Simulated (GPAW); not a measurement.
# HfMo (P1) in GPAW: single point with PBE

Aim: the single point of HfMo with PBE.

Program: GPAW 26.7.0. These are calculated values, not measurements. Logs are shortened: lines on timing, memory, paths and dates and some standing lists are left out, and cuts for length are marked. The log counts tension as positive stress, the text compression.

## 1. The cell of the first run

The typed cell holds 2 atoms: a = 2.984 Å, b = 2.984 Å, c = 4.447 Å, α = 90.00°, β = 90.00°, γ = 111.89°.

The cell comes from a database or a generator and needn't be the stable form of this composition.

## 2. Single point, PBE (atoms moved at random, drawn with an rms of 0.05 Å)

The input, run.py:

```python
from ase.dft.bandgap import bandgap
from ase.io import read, write
from ase.units import GPa
from gpaw import GPAW, PW

atoms = read('POSCAR')

calc = GPAW(mode=PW(600),
            xc='PBE',
            kpts={'size': (10, 10, 6), 'gamma': True},
            occupations={'name': 'fermi-dirac', 'width': 0.05},
            nbands=26,
            convergence={'density': 1e-05, 'energy': 1e-05},
            maxiter=150,
            txt='gpaw.txt')
atoms.calc = calc
energy = atoms.get_potential_energy()
forces = atoms.get_forces()
stress = atoms.get_stress()
calc.write('gs.gpw')
write('result.traj', atoms)
print(f'Energy: {energy:.6f} eV')
print('Forces (eV/A):')
print(forces.round(4))
print('Stress (GPa):', (stress / GPa).round(3))
print('Fermi level:', round(calc.get_fermi_level(), 4), 'eV')
print(f'Gap: {bandgap(calc)[0]:.4f} eV, direct: {bandgap(calc, direct=True)[0]:.4f} eV')
```

The input, POSCAR:

```
HfMo
1.0
    1.6712035000     -2.4724670000      0.0000000000
    1.6712035000      2.4724670000      0.0000000000
    0.0000000000      0.0000000000      4.4470110000
Hf Mo
1 1
Direct
   -0.0089450000     -0.0113060000      0.0022800000
    0.4941130000      0.4945280000      0.5141880000
```

Potentials or basis: GPAW PAW data sets (gpaw-data 1.2.1), pw.

Run with:

```sh
$ OMP_NUM_THREADS=1 python run.py
```

gpaw.txt:

```text
__  _  _
 | _ |_)|_||  |
 |__||  | ||/\| - 26.7.0

Input parameters:
  mode=PW(ecut=600.0),
  convergence={'density': 1e-05, 'energy': 1e-05},
  kpts=MonkhorstPack(size=(10, 10, 6), gamma=True),
  maxiter=150,
  nbands=26,
  occupations=Occupations(name='fermi-dirac', width=0.05),
  xc=XC(name='PBE')

Diagonalizing LCAO Hamiltonian
Converting LCAO to pw mode

           Mo

       Hf

Atoms  # Å, Bohr magnetons
|   | symbol |         x |         y |        z |    initial magnetic moments |
|---|--------|-----------|-----------|----------|-----------------------------|
| 0 |     Hf | -0.033844 | -0.005837 | 0.010139 | ( 0.0000,  0.0000,  0.0000) |
| 1 |     Mo |  1.652220 |  0.001026 | 2.286600 | ( 0.0000,  0.0000,  0.0000) |

Unit cell  # Å
| periodic |        x |         y |        z |  lengths |     angles |
|----------|----------|-----------|----------|----------|------------|
|      yes | 1.671204 | -2.472467 | 0.000000 | 2.984295 |  90.000000 |
|      yes | 1.671204 |  2.472467 | 0.000000 | 2.984295 |  90.000000 |
|      yes | 0.000000 |  0.000000 | 4.447011 | 4.447011 | 111.888473 |

Number of symmetries: 1
Symmetry operations  # r_c * U_cc + t_c -> r_c
|   | kind |            matrix            |
|---|------|------------------------------|
| 0 |  E   |  1, 0, 0,  0, 1, 0,  0, 0, 1 |

BZ-sampling:
  Number of BZ points: 600
  Number of IBZ points: 304

  Monkhorst-Pack size: [10, 10, 6]
  Monkhorst-Pack shift: [0.05, 0.05, 0.08333333333333333]

K-points  # in reciprocal-cell coordinates
|     |                                coordinates |     weight |
|-----|--------------------------------------------|------------|
|   0 | (  0.00000000,   0.00000000,   0.00000000) | 0.00166667 |
|   1 | (  0.00000000,   0.00000000,   0.16666667) | 0.00333333 |
|   2 | (  0.00000000,   0.00000000,   0.33333333) | 0.00333333 |
|   3 | (  0.00000000,   0.00000000,   0.50000000) | 0.00166667 |
|   4 | (  0.00000000,   0.10000000,  -0.33333333) | 0.00333333 |
|   5 | (  0.00000000,   0.10000000,  -0.16666667) | 0.00333333 |
|   6 | (  0.00000000,   0.10000000,   0.00000000) | 0.00333333 |
|   7 | (  0.00000000,   0.10000000,   0.16666667) | 0.00333333 |
|   8 | (  0.00000000,   0.10000000,   0.33333333) | 0.00333333 |
|   9 | (  0.00000000,   0.10000000,   0.50000000) | 0.00333333 |
| ... |                                            |            |
| 303 | (  0.50000000,   0.50000000,   0.50000000) | 0.00166667 |

Plane wave coefficients: 1256
Cutoff: 600.0 eV

Spin-components: 1 (collinear spins)
Bands:           26
Projectors:      12
Spin-degeneracy: 2
Datatype:        complex128

Parallelization:
  kpt:    1
  domain: 1
  band:   1

Density:
  Valence electrons: 26.0
  Components: 1
  Grid points: [18 18 27]
  Charge: 0.0  # |e|

Potential:
  Grid points: [18 18 27]

species:
  Hf:
    name:    Hafnium
    Z:       72.0
    valence: 12
    core:    60
    charge:  0.0  # [|e|]
    compensation charges:
      type: gauss
      rc: 0.41  # [Å]
      lmax: 2
    cutoffs:
      filter: 2.36  # [Å]
      core: 4.02  # [Å]
    projectors
    | kind |    occ | energy [eV] | rcut [Å] |
    |------|--------|-------------|----------|
    |   5s |  2.000 |     -66.831 |    1.397 |
    |   6s |  2.000 |      -5.097 |    1.397 |
    |   5p |  6.000 |     -35.599 |    1.307 |
    |   6p |  0.000 |      -1.401 |    1.307 |
    |   5d |  2.000 |      -2.699 |    1.334 |
    |    d |        |      24.513 |    1.334 |

    Using partial waves for Hf as LCAO basis

  Mo:
    name:    Molybdenum
    Z:       42.0
    valence: 14
    core:    28
    charge:  0.0  # [|e|]
    compensation charges:
      type: gauss
      rc: 0.38  # [Å]
      lmax: 2
    cutoffs:
      filter: 2.16  # [Å]
      core: 1.42  # [Å]
    projectors
    | kind |    occ | energy [eV] | rcut [Å] |
    |------|--------|-------------|----------|
    |   4s |  2.000 |     -64.307 |    1.238 |
    |   5s |  1.000 |      -4.084 |    1.238 |
    |   4p |  6.000 |     -38.491 |    1.296 |
    |   5p |  0.000 |      -1.044 |    1.296 |
    |   4d |  5.000 |      -3.754 |    1.296 |
    |    d |        |      23.458 |    1.296 |

    Using partial waves for Mo as LCAO basis

Reference energy: -520020.187907  # eV

eigensolver:
  PPCG
  Converge bands: occupied
  niter=2

density mixing:
  MSR1-Mixer
  Pratt-step length: 0.05
  Maximum mixing coefficient: 0.75
  Old densities: 10
  SVD Regularization: 0.005
  Good broyden scale: 1.0
  Trust region scale: 1.0
  Backstep threshold: 4.0
  History deletion threshold: 6.0
  Fourier metric: weight=20.0, sigma=0.015

occupation numbers:
  Fermi-Dirac:
    width: 0.0500  # eV

poisson solver:
  ecut: 4800.0  # eV

xc functional:
  name: PBE with 2 nearest neighbor stencil

convergence criteria:
[... 6 lines left out ...]
|iter     | |      energy | eigst |  dens |
|---------|-|-------------|-------|-------|
|iter:   1| |  -19.948735 | +0.20 |       |
|iter:   2| |  -19.371823 | -2.16 | -1.03 |
|iter:   3| |  -18.691347 | -1.84 | -1.14 |
|iter:   4| |  -18.557846 | -2.04 | -1.43 |
|iter:   5| |  -18.563417 | -3.25 | -1.95 |
|iter:   6| |  -18.566865 | -3.85 | -2.22 |
|iter:   7| |  -18.566973 | -5.01 | -2.99 |
|iter:   8| |  -18.566962c| -6.20 | -3.67 |
|iter:   9| |  -18.566961c| -7.25 | -4.10 |
|iter:  10| |  -18.566961c| -7.95c| -4.51 |
|iter:  11| |  -18.566961c| -9.12c| -5.47c|

Converged in 11 steps
Energy contributions relative to reference atoms: (reference = -520020.187907)

Energy contributions:
  Kinetic:          -2.003117
  Coulomb:          -1.834133
  Zero:             -0.741718
  External:          0.000000
  Xc:              -13.979355
  Entropy:          -0.017277
  Spinorbit:         0.000000
  ----------------------------
  Free energy:     -18.575599
  Extrapolated:    -18.566961

dipole moment: (11.697059, -0.060045, -15.979478)  # |e|*Ang

Fermi level: 11.298
Eigenvalues  # (at kpt = [0.000, 0.000, 0.000])
| band index |      eig [eV] | occ [0-2] |
|------------|---------------|-----------|
|          0 |       -49.694 |     2.000 |
|        ... |               |           |
|          4 |       -22.912 |     2.000 |
|          5 |       -18.493 |     2.000 |
|          6 |       -18.281 |     2.000 |
|          7 |       -18.154 |     2.000 |
|          8 |         4.434 |     2.000 |
|          9 |         7.428 |     2.000 |
[... 8 lines left out ...]
|         18 |        16.626 |     0.000 |
|         19 |        19.173 |     0.000 |
|        ... |               |           |
|         25 |        27.586 |     0.000 |

No gap
No difference between direct/indirect transitions

Forces  # eV/Ang
|        x |        y |        z |
|----------|----------|----------|
|  0.09985 |  0.01444 |  0.35165 |  # Hf   0
| -0.09986 | -0.01444 | -0.35167 |  # Mo   1

Stress tensor  # eV/Ang^3
|         x |         y |         z |
|-----------|-----------|-----------|
| -0.009377 |  0.000030 | -0.000420 |
|  0.000030 |  0.003134 | -0.000027 |
| -0.000420 | -0.000027 | -0.006648 |

# Writing to gs.gpw (mode='')
```

Wall time 2.7 min (1 thread of Intel Xeon at 2.80GHz (Skylake/Cascade Lake), shared host); peak memory 0.38 GiB.

Results:

```
Free energy            : -18.5756 eV
Pressure               : 0.7 GPa
Largest force          : 0.366 eV/Å
Band gap on the k mesh : none (metal or under the smearing width)
```

Forces in eV/Å, atoms in the order of the input:
```
Hf   0.100  0.014  0.352
Mo  -0.100 -0.014 -0.352
```
